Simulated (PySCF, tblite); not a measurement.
# C₅H₆F₃P: geometry, infrared bands and NMR shifts

Aim: predict the infrared bands and NMR shifts of C₅H₆F₃P (`C[C@@H]1CP1C(F)=C(F)F`).

The runs use tblite 0.8.0 and PySCF 2.14.0, with density-fitted response routines of our own; the level of theory stands in each step. All values are computed, except where a source is named. Atoms are numbered from 0 throughout.

## (1) The starting structure

15 atoms, charge 0, multiplicity 1; geometry from: force field or distance geometry start.

Bonds of the start (Å): C0–C1 1.48, C1–C2 1.51, C2–P3 1.85, P3–C4 1.83, C4–F5 1.36, C4–C6 1.34, C6–F7 1.35, C6–F8 1.35, P3–C1 1.84, C0–H9 1.10, C0–H10 1.10, C0–H11 1.10, C1–H12 1.07, C2–H13 1.08, C2–H14 1.07.

## (2) Optimising the geometry with GFN2-xTB

Job settings and geometry (Å):

```
{"job": {"kind": "relax", "xc": "GFN2-xTB", "basis": "xTB"}, "charge": 0, "multiplicity": 1}
C     -2.362500    -0.001200    -0.391500
C     -0.928000    -0.343300    -0.345700
C     -0.391300    -1.182700     0.793200
P      0.153900     0.582400     0.815800
C      1.772300     0.416100    -0.032700
F      1.975400    -0.617600    -0.889100
C      2.759200     1.304800     0.140000
F      3.933100     1.145300    -0.510700
F      2.616700     2.352600     0.977200
H     -2.936500    -0.814800    -0.854600
H     -2.806700     0.175400     0.598900
H     -2.527500     0.899300    -0.992700
H     -0.534300    -0.525500    -1.320200
H     -1.075500    -1.460500     1.584200
H      0.347300    -1.922400     0.578700
```

Launch:

```console
> OMP_NUM_THREADS=1 python probes_run.py task.json out
```

The driver reads the jobs from task.json and runs them one after another.

**Question.** This job is followed by: GFN2-xTB harmonic vibrations, gas phase; GIAO PBE0/pcSseg-1 NMR shielding, non-relativistic, gas phase. Predict these results of the whole session: strongest single infrared mode (GFN2-xTB); zero-point energy (GFN2-xTB); ¹³C shifts against TMS (PBE0/pcSseg-1); ¹H shifts against TMS (PBE0/pcSseg-1, means over atoms taken as alike); ³¹P shifts against H3PO4 (PBE0/pcSseg-1); ¹⁹F shifts against CFCl3 (PBE0/pcSseg-1).

As calculated:

| quantity | value |
| --- | --- |
| strongest single infrared mode (GFN2-xTB) | 1196 cm⁻¹, 215 km/mol |
| zero-point energy (GFN2-xTB) | 62.6 kcal/mol |
| ¹³C shifts against TMS (PBE0/pcSseg-1) | 172.0, 137.7, 20.3, 19.8, 17.0 ppm |
| ¹H shifts against TMS (PBE0/pcSseg-1, means over atoms taken as alike) | 1.95, 1.82, 1.33, 0.78 ppm |
| ³¹P shifts against H3PO4 (PBE0/pcSseg-1) | -260.1 ppm |
| ¹⁹F shifts against CFCl3 (PBE0/pcSseg-1) | -83.0, -126.3, -211.3 ppm |

Over 42 steps the energy fell by 0.169 eV; of the close pairs, C0–C1 changed most, 1.475 to 1.507 Å. All 39 modes are real, so the xTB geometry is a minimum. The strongest single mode, at 1196 cm⁻¹, moves mainly C6. GFN2-xTB is a fitted tight-binding method: band positions and strengths are rough. Its intensities can rank the bands wrongly. At PBE0/pcSseg-1: The largest span, 595 ppm, is at P3, where the paramagnetic term is -388 ppm.
